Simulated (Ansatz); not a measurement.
# CH5InN radical: a ladder of functionals and wavefunction methods

Aim: compute CH5InN radical with functionals from several rungs and with coupled cluster, and see how far each lands from CCSD(T) at the basis-set limit for the atomisation energy.

Computed with Ansatz 0.2.0, Gaussian basis. Level: functionals in def2-TZVPP, the program's frozen cores in correlated methods.

Levels to be run: LDA (SPW92), PBE-D4, revPBE-D4, BLYP-D4, r2SCAN-D4, B97M-V, PBE0-D4, B3LYP-D4, r2SCANh-D4, r2SCAN0-D4, HSE06-D4, BHLYP-D4, CAM-B3LYP-D4, LC-ωPBE, ωB97X-V, ωB97M-V, B2PLYP, PBE-QIDH; CCSD(T)/def2-SVP; CCSD(T)/def2-TZVPP; MP2/def2-QZVPP; extrapolation to the limit; RPA on PBE.

### Step 1. Structure used throughout

All runs share one geometry, relaxed beforehand with PBE0-D4 in a triple-zeta def2 set. In takes the def2 core potential; no spin-orbit term is included.

SMILES `[CH3][In][NH2]`, 8 atoms, charge 0, spin multiplicity 2.

Atoms are counted from 1 here; the program's logs count them from 0.

Bond lengths: C1–In2 2.199 Å, C1–H4 1.091 Å, C1–H5 1.089 Å, C1–H6 1.091 Å, In2–N3 2.048 Å, N3–H7 1.009 Å, N3–H8 1.011 Å. Angles: In2–C1–H4 108.6°, In2–C1–H5 110.2°, In2–C1–H6 108.0°, H4–C1–H5 109.6°, H4–C1–H6 110.0°, H5–C1–H6 110.5°, C1–In2–N3 115.0°, In2–N3–H7 120.5°, In2–N3–H8 119.6°, H7–N3–H8 109.4°.

### Step 2. LDA

This LDA is Slater exchange with PW92 correlation.

in.yaml

```yaml
crystal:
  periodic: [false, false, false]
  atoms:
    - {symbol: C, position_ang: [-1.125683, 0.994067, -0.486720]}
    - {symbol: In, position_ang: [0.702911, 0.641978, 0.682445]}
    - {symbol: N, position_ang: [1.332968, -1.305638, 0.738325]}
    - {symbol: H, position_ang: [-1.969632, 1.064175, 0.200406]}
    - {symbol: H, position_ang: [-1.038317, 1.920512, -1.052361]}
    - {symbol: H, position_ang: [-1.263031, 0.146768, -1.160920]}
    - {symbol: H, position_ang: [2.240272, -1.539413, 1.113420]}
    - {symbol: H, position_ang: [1.120511, -1.922450, -0.034584]}
basis:
  gaussian: {orbitals: def2-TZVPP}
magnetization: {spin_polarized: true, initial_magnetization: 1}
hamiltonian: {xc: lda}
output: {orbitals: {seedname: orbitals}}
```

Further steps of the session: PBE-D4 (GGA); revPBE-D4 (GGA); BLYP-D4 (GGA); r2SCAN-D4 (meta-GGA); B97M-V (meta-GGA); PBE0-D4 (hybrid); B3LYP-D4 (hybrid); r2SCANh-D4 (hybrid); r2SCAN0-D4 (hybrid); HSE06-D4 (hybrid); BHLYP-D4 (hybrid); CAM-B3LYP-D4 (range-separated); LC-ωPBE (range-separated); ωB97X-V (range-separated); ωB97M-V (range-separated); B2PLYP (double hybrid); PBE-QIDH (double hybrid); CCSD(T) in def2-SVP; CCSD(T) in def2-TZVPP; MP2 in def2-QZVPP; RPA on PBE orbitals.

**Question.** What will the summary of the whole plan be? Wanted: atomisation energy, CCSD(T)/CBS; farthest beyond LDA; mean size of error, GGA; mean size of error, meta-GGA; mean size of error, hybrid; mean size of error, range-separated; mean size of error, double hybrid; gap, smallest and largest; T1 diagnostic.

The runs gave:

| quantity | value |
| --- | --- |
| atomisation energy, CCSD(T)/CBS | 2472.8 kJ/mol |
| functionals within 24.7 kJ/mol (1.0 %) | BLYP-D4, r2SCAN-D4, B97M-V, PBE0-D4, B3LYP-D4, r2SCANh-D4, HSE06-D4, CAM-B3LYP-D4, LC-ωPBE, ωB97X-V, ωB97M-V |
| farthest beyond LDA | BHLYP-D4 (-77.9 kJ/mol) |
| mean size of error, GGA | 21.8 kJ/mol |
| mean size of error, meta-GGA | 9.0 kJ/mol |
| mean size of error, hybrid | 27.6 kJ/mol |
| mean size of error, range-separated | 4.2 kJ/mol |
| mean size of error, double hybrid | 34.7 kJ/mol |
| gap, smallest and largest | 0.73 eV (LDA (SPW92)), 7.46 eV (LC-ωPBE) |
| T1 diagnostic | 0.0173 |
| triples share of the correlation energy | 3.5 % |

**Reading.** LDA overbinds by 347.1 kJ/mol (14 %). PBE-D4 misses by +37.5 kJ/mol. Double hybrids carry the basis error of their MP2 part in triple zeta, and no dispersion term here, so their miss is partly the set-up's. The rungs range-separated, meta-GGA, GGA miss on average by less than the doubt on the reference (24.7 kJ/mol), so they tie. The reference freezes the cores and leaves out spin-orbit coupling and excitations past (T), and its outer-core shells are covered unevenly, so misses under about 24.7 kJ/mol can't be ranked. All levels share the lack of spin-orbit coupling, which lowers the free heavy atoms and so the true binding. Hartree-Fock recovers 70 % of the binding; the rest is correlation. CCSD(T) in def2-SVP is off by -178.4 kJ/mol, which most functionals beat. The gap grows from 0.7 to 7.5 eV across the functionals, mostly with the share of exact exchange. Correlated methods include outer-core shells of In, which these sets cover unevenly.
